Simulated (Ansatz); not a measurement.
# Cl2HSSn radical: a ladder of functionals and wavefunction methods

One table from this session's results is given with a row withheld; the runs are named, their logs left out.

The runs use Ansatz 0.2.0, Gaussian basis; functionals in def2-TZVPP, the program's frozen cores in correlated methods.

The runs, in order: LDA (SPW92), PBE-D4, revPBE-D4, BLYP-D4, r2SCAN-D4, B97M-V, PBE0-D4, B3LYP-D4, r2SCANh-D4, r2SCAN0-D4, HSE06-D4, BHLYP-D4, CAM-B3LYP-D4, LC-ωPBE, ωB97X-V, ωB97M-V, B2PLYP, PBE-QIDH; CCSD(T)/def2-SVP; CCSD(T)/def2-TZVPP; MP2/def2-QZVPP; extrapolation to the limit; RPA on PBE.

**The geometry**

The geometry comes from an earlier relaxation with PBE0-D4 in a triple-zeta def2 set; it is a stationary point. Sn takes the def2 core potential; no spin-orbit term is included.

SMILES `[SH][Sn]([Cl])[Cl]`, 5 atoms, charge 0, spin multiplicity 2.

Atoms are counted from 1 here; the program's logs count them from 0.

Bond lengths: S1–Sn2 2.418 Å, S1–H5 1.346 Å, Sn2–Cl3 2.338 Å, Sn2–Cl4 2.346 Å. Angles: Sn2–S1–H5 91.2°, S1–Sn2–Cl3 105.9°, S1–Sn2–Cl4 108.2°, Cl3–Sn2–Cl4 107.6°.

Coordinates:

```xyz
5

S    -0.0401    1.7111    0.4777
Sn    0.6486   -0.4273   -0.4173
Cl    1.7078   -1.5462    1.3409
Cl   -1.2788   -1.6450   -0.9725
H    -0.9876    1.8337   -0.4702
```

The first run:

in.yaml reads:

```yaml
crystal:
  periodic: [false, false, false]
  atoms:
    - {symbol: S, position_ang: [-0.040051, 1.711103, 0.477659]}
    - {symbol: Sn, position_ang: [0.648565, -0.427345, -0.417279]}
    - {symbol: Cl, position_ang: [1.707766, -1.546201, 1.340859]}
    - {symbol: Cl, position_ang: [-1.278818, -1.644984, -0.972480]}
    - {symbol: H, position_ang: [-0.987561, 1.833727, -0.470159]}
basis:
  gaussian: {orbitals: def2-TZVPP}
magnetization: {spin_polarized: true, initial_magnetization: 1}
hamiltonian: {xc: lda}
output: {orbitals: {seedname: orbitals}}
```

Among the steps run: LDA; PBE-D4 (GGA); revPBE-D4 (GGA); BLYP-D4 (GGA); r2SCAN-D4 (meta-GGA); B97M-V (meta-GGA); PBE0-D4 (hybrid); B3LYP-D4 (hybrid); r2SCANh-D4 (hybrid); r2SCAN0-D4 (hybrid); HSE06-D4 (hybrid); BHLYP-D4 (hybrid); CAM-B3LYP-D4 (range-separated); LC-ωPBE-D4 (range-separated; the results give it without D4); ωB97X-V (range-separated); ωB97M-V (range-separated); B2PLYP (double hybrid); PBE-QIDH (double hybrid).

One table of the session follows, with a row left open; its other results are not shown here.

It belongs to the step «Frontier levels by functional». 

```
  functional  HOMO (eV)  LUMO (eV)  gap (eV)
 LDA (SPW92)      -6.22      -5.70      0.52
      PBE-D4      -6.10      -5.37      0.73
   revPBE-D4          ?          ?         ?
     BLYP-D4      -5.92      -5.32      0.61
   r2SCAN-D4      -6.48      -5.22      1.27
      B97M-V      -6.30      -5.42      0.88
     PBE0-D4      -7.20      -4.65      2.55
    B3LYP-D4      -6.95      -4.95      2.01
  r2SCANh-D4      -6.88      -4.94      1.95
  r2SCAN0-D4      -7.48      -4.50      2.98
    HSE06-D4      -6.81      -5.01      1.81
    BHLYP-D4      -8.12      -3.88      4.24
CAM-B3LYP-D4      -8.38      -3.79      4.59
     LC-ωPBE      -9.70      -2.56      7.13
     ωB97X-V      -9.26      -2.86      6.40
     ωB97M-V      -9.13      -2.92      6.21
```

**Question.** Estimate the row for revPBE-D4.

**Answer.** HOMO (eV): -6.06; LUMO (eV): -5.26; gap (eV): 0.80. In the column «HOMO (eV)» it lies between PBE-D4 (-6.10) and BLYP-D4 (-5.92).
